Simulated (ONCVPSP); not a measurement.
# An ONCV potential for S, from input to tests

Do these settings give a usable potential? It is generated, then checked for transferability, scattering, ghosts and hardness.

Program: ONCVPSP 4.0.1. Reference atom: PBE, scalar-relativistic, spherical and spin-unpolarised. All values are calculated.

7 further runs of the same task are left out: 7 set aside as unsound or not needed.

**1. Starting point**

The settings as typed:

```json
{
 "element": "sulfur (S, Z = 16)",
 "type": "optimised norm-conserving Vanderbilt (ONCV)",
 "frozen core": "[Ne]",
 "valence charge": "6",
 "reference configuration": "3s2 3p3 (charge +1)",
 "partial waves": "3s: rc 1.35 bohr, ncon 3, nbas 6, qcut 6.1 1/bohr, 2 projectors, debl 3.4 Ha; 3p: rc 1.50 bohr, ncon 4, nbas 8, qcut 5.2 1/bohr, 2 projectors, debl 2.8 Ha",
 "local potential": "polynomial inside 1.00 bohr (lpopt 5, dvloc0 -1 Ha)",
 "core correction": "Teter function, fcfact 3.25, rcfact 1.1"
}
```

The outer shells as boxes (Hund's rule for the drawing; the calculation is spin-unpolarised):

```
[Ne] core
3s [↑↓]
3p [↑ ][↑ ][↑ ]
```

An earlier all-electron run gives the scale for the radii.

All-electron outer shells of the reference configuration (PBE, scalar-relativistic, ld1.x):

```csv
shell,level (eV),outermost node (bohr),outermost maximum (bohr)
2s,-223.45,0.13,0.39
2p,-168.27,–,0.33
3s,-27.63,0.60,1.39
3p,-16.80,0.58,1.55
```

**2. Generation**

S.dat reads:

```
# ATOM AND REFERENCE CONFIGURATION
# atsym  z   nc   nv     iexc    psfile
  S 16.00    3    2        4      upf
#
#   n    l    f
    1    0    2.00
    2    0    2.00
    2    1    6.00
    3    0    2.00
    3    1    3.00
#
# PSEUDOPOTENTIAL AND OPTIMIZATION
# lmax
    1
#
#   l,   rc,      ep,       ncon, nbas, qcut
    0    1.35    0.00    3    6    6.10
    1    1.50    0.00    4    8    5.20
#
# LOCAL POTENTIAL
# lloc, lpopt,  rc(5),   dvloc0
    4    5    1.00   -1.00
#
# VANDERBILT-KLEINMAN-BYLANDER PROJECTORs
# l, nproj, debl
    0    2    3.40
    1    2    2.80
#
# MODEL CORE CHARGE
# icmod, fcfact, rcfact
    3    3.25    1.10
#
# LOG DERIVATIVE ANALYSIS
# epsh1, epsh2, depsh
   -3.00    5.00    0.02
#
# OUTPUT GRID
# rlmax, drl
    6.00    0.01
#
# TEST CONFIGURATIONS
# ncnf
    4
# nvcnf
#   n    l    f
    2
    3    0    2.00
    3    1    4.00
#
    2
    3    0    2.00
    3    1    2.00
#
    2
    3    0    2.00
    3    1    1.00
#
    2
    3    0    0.00
    3    1    6.00
#
```

Command:

```
oncvpsp.x < S.dat > S.out
```

What does the calculation give? Wanted: cutoffs for 1 and 0.1 mHa per electron, occupied waves; bound ghosts; GHOST(+) flags; largest test error; largest phase difference near zero energy, channels read; rms error of d²Exc/dn², without and with the model core.

The runs gave:

| quantity | value |
| --- | --- |
| cutoffs for 1 and 0.1 mHa per electron, occupied waves | 14 Ha and 18 Ha |
| bound ghosts | none found |
| GHOST(+) flags | s at 75 eV |
| largest test error (AE − PS) | +19 meV, for 3s2 3p1 |
| largest phase difference near zero energy, channels read | 0.001 rad |
| rms error of d²Exc/dn², without and with the model core | 1.86 and 1.27 mHa |

What this shows: By total energies transferability is good: the largest error is 19 meV on 56.3 eV, for 3s2 3p1. It counts as soft on the atom at that tolerance, with 14 Ha needed at the looser tolerance. At the looser tolerance the 3s wave is the slowest; 3p needs 7 Ha. No bound ghost shows below the valence levels. Near zero energy the phases of the channels with partial waves agree within 0.001 rad. The program also flags highly localised states, GHOST(+) (s). These are tests on the free atom; a crystal test is still owed.
